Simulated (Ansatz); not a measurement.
# BiSb4: the cost of one run

Program: Ansatz 0.2.0. Level of theory: DFT PBE, scalar-relativistic, plane waves, PAW, unless a step names another level. These are calculated values, not measurements.

3 further runs of the same task are left out: 2 that didn't finish, 1 set aside as unsound or not needed. Runs told in other sessions of the task aren't counted.

## (1) The structure to begin with

Symmetry: R-3m, No. 166, trigonal system. The conventional cell has a = 4.441 Å, b = 4.441 Å, c = 27.315 Å, α = 90.00°, β = 90.00°, γ = 120.00°. Sb (site symmetry 3m) has 3 Sb at 3.11 Å and 3 Bi at 3.19 Å in its first shell of neighbours. Sb (site symmetry 3m) is surrounded by 6 Sb at 3.11 to 3.12 Å. Bi (site symmetry -3m) has 6 Sb at 3.19 Å in its first shell of neighbours.

Coordinates:

```
CELL_PARAMETERS angstrom
2.22029 1.28188 9.10488
-2.22029 1.28188 9.10488
0.00000 -2.56377 9.10488
ATOMIC_POSITIONS crystal
Sb 0.40299 0.40299 0.40299
Sb 0.80071 0.80071 0.80071
Sb 0.19929 0.19929 0.19929
Sb 0.59701 0.59701 0.59701
Bi 0.00000 0.00000 0.00000
```

It came out lowest among 25 distinct ends of the trial cells. At a tolerance of 0.05 Å it has space group R-3m (No. 166).

## (2) A stricter relaxation, on the response runs' mesh and smearing

input.yaml reads:

```yaml
crystal:
  lattice:
    - [2.2202882807, 1.2818840366, 9.1048814824]
    - [-2.2202882807, 1.2818840366, 9.1048814824]
    - [0.0, -2.5637680731, 9.1048814824]
  atoms:
    - { symbol: Sb, position: [0.4029939425, 0.4029939425, 0.4029939425] }
    - { symbol: Sb, position: [0.8007086458, 0.8007086458, 0.8007086458] }
    - { symbol: Sb, position: [0.1992913542, 0.1992913542, 0.1992913542] }
    - { symbol: Sb, position: [0.5970060575, 0.5970060575, 0.5970060575] }
    - { symbol: Bi, position: [0.0, 0.0, 0.0] }
basis:
  ecutwfc: 420
kpoints:
  mp_grid: { grid: [12, 12, 12] }
hamiltonian:
  xc: pbe
scf:
  occupations: { method: gaussian, width: 0.1 }
output:
  forces: true
  stress: true
  eigenvalues: true
relax:
  adjacent_minimum: "off"
  f_tol: 0.001
  max_steps: 60
  cell: { stress_tol: 0.01 }
```

Launch:

```console
ansatz run input.yaml --threads 3 --pin off --max-ram 7680MiB --backend cpu --events-out ev --progress --plain --runs-dir out
```

**Question.** How long does this run take on 3 threads of Arm Neoverse V2, shared host, and how much memory does it need?

About 71 s, with a peak of 1.1 GiB.
